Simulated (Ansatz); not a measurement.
# BGeHSi: the cost of one run

Method: the settings change from run to run; program: Ansatz 0.2.0, Gaussian basis.

18 further runs of the same task are left out: 4 that didn't finish, 14 set aside as unsound or not needed.

### 1 The system

The geometry is a PBE0/def2-TZVP stationary point (not a proven minimum) of the parent state, kept for this charge and spin. No spin-orbit coupling is included. The filled d shell of Ge may be among the frozen orbitals whatever the setting's name suggests; the logs give the count.

4 atoms, charge 0, spin multiplicity 3.

Atoms are counted from 1 here; the program's logs count them from 0.

Bond lengths: Ge1–B2 1.822 Å, Ge1–Si3 2.525 Å, Ge1–H4 1.529 Å, B2–Si3 1.872 Å. Angles: B2–Ge1–Si3 47.7°, B2–Ge1–H4 174.9°, Si3–Ge1–H4 137.3°, Ge1–B2–Si3 86.2°, Ge1–Si3–B2 46.1°.

Coordinates:

```xyz
4

Ge    0.0000   -0.0560    0.7455
B     0.0000    1.1811   -0.5922
Si    0.0000   -0.2743   -1.7702
H     0.0000   -0.9913    1.9552
```

### 2 NEVPT2(4,6)/6-31G

in.yaml reads:

```yaml
crystal:
  periodic: [false, false, false]
  atoms:
    - {symbol: Ge, position_ang: [0.000000, -0.055980, 0.745454]}
    - {symbol: B, position_ang: [0.000000, 1.181124, -0.592218]}
    - {symbol: Si, position_ang: [0.000000, -0.274288, -1.770241]}
    - {symbol: H, position_ang: [0.000000, -0.991342, 1.955236]}
basis:
  gaussian: {orbitals: 6-31G}
magnetization: {spin_polarized: false, initial_magnetization: 2}
correlation: {method: sc_nevpt2, electrons: outside_noble_gas, active_space: {window: {electrons: 4, orbitals: 6}}}
output: {forces: true}
```

Command:

```
ansatz run in.yaml --threads 1 --pin off --events-out ev --progress --plain --max-ram 2393MiB
```

What time and memory should one allow on 1 thread of Arm Neoverse V2, shared host?

About 9.5 s, with a peak of 0.25 GiB.
